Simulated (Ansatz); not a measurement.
**BN2H5 (SMILES NBN): PBE0/6-311+G(d,p)**

What is the electronic atomisation energy of BN2H5 at PBE0/6-311+G**? 

The calculation is run with Ansatz 0.2.0.

41 further runs of the same task are left out: 41 set aside as unsound or not needed.

### 1 The structure to begin with

BN2H5: 8 atoms, total charge 0, spin state singlet. As SMILES, `NBN`. Geometry: relaxed at PBE0-D4/def2-TZVP.

Bond lengths: N1–B2 1.409 Å, B2–N3 1.409 Å, N1–H4 1.005 Å, N1–H5 1.002 Å, B2–H6 1.200 Å, N3–H7 1.003 Å, N3–H8 1.005 Å. Angles: N1–B2–N3 122.9°, N1–B2–H6 118.5°, N3–B2–H6 118.5°, B2–N1–H4 124.5°, B2–N1–H5 121.9°, B2–N3–H7 121.9°, B2–N3–H8 124.5°, H4–N1–H5 113.6°, H7–N3–H8 113.6°.

### 2 A single-point energy at PBE0/6-311+G(d,p)

input.yaml

```yaml
crystal:
  periodic: [false, false, false]
  atoms:
    - {symbol: "N", position_ang: [-0.971000, 0.516500, -0.581100]}
    - {symbol: B, position_ang: [0.194200, 0.386600, 0.200500]}
    - {symbol: N, position_ang: [0.848200, -0.845200, 0.401400]}
    - {symbol: H, position_ang: [-1.426800, -0.244500, -1.053400]}
    - {symbol: H, position_ang: [-1.423900, 1.400900, -0.713700]}
    - {symbol: H, position_ang: [0.649700, 1.368600, 0.718000]}
    - {symbol: H, position_ang: [1.676700, -0.919800, 0.960900]}
    - {symbol: H, position_ang: [0.545000, -1.720300, 0.011600]}
basis:
  gaussian: {orbitals: 6-311+G_st__st_.json}
hamiltonian: {xc: {name: PBE0}}
accuracy: high
output: {orbitals: {seedname: orbitals}}
```

The basis set 6-311+G** is read from a file made from the Basis Set Exchange's data (not shown).

On the command line:

```console
ansatz run input.yaml --threads 1 --pin off --max-ram 3480MiB --events-out events.jsonl --progress --plain --runs-dir runs
```

The log of the run:

```text
Warning: RAYON_NUM_THREADS=1 ignored (pool sized by the plan → 1); use --threads N
Functional definition: PBE0
  name "PBE0"
  parameter a = 0.25
  parameter kappa = 0.804
  parameter beta = 0.06672455060314922
  exchange = (1 - a)*pbe_x(kappa = kappa, mu = beta*pi^2/3) + a*exact_x
  correlation = pbe_c(beta = beta)
1919 factors; integrals over basis functions are off by at most 3.4e-9 eV
mean field evaluation 1: about -3725.7959 eV, gradient 7.6e1 eV
mean field evaluation 2: about -3715.1028 eV, gradient 9.9e1 eV
mean field evaluation 4: about -3736.7456 eV, gradient 1.6e0 eV
mean field evaluation 8: about -3736.7446 eV, gradient 7.4e-2 eV
mean field evaluation 16: about -3736.7446 eV, gradient 7.7e-7 eV
mean field -3736.74458807 eV, -137.3228307551 hartree, gradient 6.6e-8 eV, S^2 0.000000; 0 other end points of the search recorded, 0 dependent functions left out
reference -3736.74459187 eV, -137.3228308947 hartree; 12, 12 occupied and 84, 84 virtual orbitals, 1919 factors
Total energy: -3736.74459187 eV, -137.3228308947 hartree
```

Wall time 3.3 s (1 thread of Intel Xeon 6975P-C (Granite Rapids), shared host); peak memory 0.27 GiB.

### 3 The B atom at the same level

molecule.yaml

```yaml
crystal:
  periodic: [false, false, false]
  atoms:
    - {symbol: B, position_ang: [0.000000, 0.000000, 0.000000]}
basis:
  gaussian:
    orbitals: 6-311+G_st__st_.json
magnetization:
  spin_polarized: true
  initial_magnetization: 1
hamiltonian:
  xc: {name: PBE0}
accuracy: high
```

The basis set 6-311+G** is read from a file made from the Basis Set Exchange's data (not shown).

On the command line:

```console
ansatz run molecule.yaml --threads 1 --pin off --max-ram 3480MiB --events-out events.jsonl --progress --plain --runs-dir runs
```

The log of the run:

```text
Warning: RAYON_NUM_THREADS=1 ignored (pool sized by the plan → 1); use --threads N
Functional definition: PBE0
  name "PBE0"
  parameter a = 0.25
  parameter kappa = 0.804
  parameter beta = 0.06672455060314922
  exchange = (1 - a)*pbe_x(kappa = kappa, mu = beta*pi^2/3) + a*exact_x
  correlation = pbe_c(beta = beta)
166 factors; integrals over basis functions are off by at most 2.7e-9 eV
mean field evaluation 1: about -669.7711 eV, gradient 3.0e0 eV
mean field evaluation 2: about -669.8504 eV, gradient 7.2e-1 eV
mean field evaluation 4: about -669.8540 eV, gradient 1.9e-1 eV
mean field evaluation 8: about -669.8543 eV, gradient 2.6e-4 eV
mean field -669.85428401 eV, -24.6166908937 hartree, gradient 1.7e-8 eV, S^2 0.752911; 0 other end points of the search recorded, 0 dependent functions left out
reference -669.85428705 eV, -24.6166910057 hartree; 3, 2 occupied and 19, 20 virtual orbitals, 166 factors
Total energy: -669.85428705 eV, -24.6166910057 hartree
```

It took 0.24 s on 1 thread of Intel Xeon 6975P-C (Granite Rapids), shared host.

### 4 The H atom

job.yaml

```yaml
crystal:
  periodic: [false, false, false]
  atoms:
    - symbol: H
      position_ang: [0.000000, 0.000000, 0.000000]
basis:
  gaussian:
    orbitals: 6-311+G_st__st_.json
magnetization:
  spin_polarized: true
  initial_magnetization: 1
hamiltonian:
  xc: pbe0
accuracy: high
```

The basis set 6-311+G** is read from a file made from the Basis Set Exchange's data (not shown).

Run the same way, it converges to -0.50104 Eh (log not shown).

### 5 The N atom at the same level

input.yaml

```yaml
crystal:
  periodic: [false, false, false]
  atoms:
    - {symbol: "N", position_ang: [0.000000, 0.000000, 0.000000]}
basis:
  gaussian:
    orbitals: 6-311+G_st__st_.json
magnetization:
  spin_polarized: true
  initial_magnetization: 3
accuracy: high
hamiltonian:
  xc: {name: PBE0}
```

The basis set 6-311+G** is read from a file made from the Basis Set Exchange's data (not shown).

Run the same way, it converges to -54.54033 Eh (log not shown).

### 6 Summary of results

At PBE0/6-311+G**:

| quantity | value |
| --- | --- |
| molecule: total energy | -137.32283 Eh |
| molecule: HOMO energy | -6.92 eV |
| molecule: LUMO energy | 0.14 eV |
| molecule: HOMO–LUMO gap | 7.07 eV |
| B atom: total energy | -24.61669 Eh |
| B atom: ⟨S²⟩ | 0.753 |
| H atom: total energy | -0.50104 Eh |
| H atom: ⟨S²⟩ | 0.750 |
| N atom: total energy | -54.54033 Eh |
| N atom: ⟨S²⟩ | 3.753 |
| electronic atomisation energy | 30.484 eV |

**Reading.** Taking the molecule apart into free atoms costs 30.48 eV (703 kcal/mol), before zero-point energy and without spin-orbit coupling.
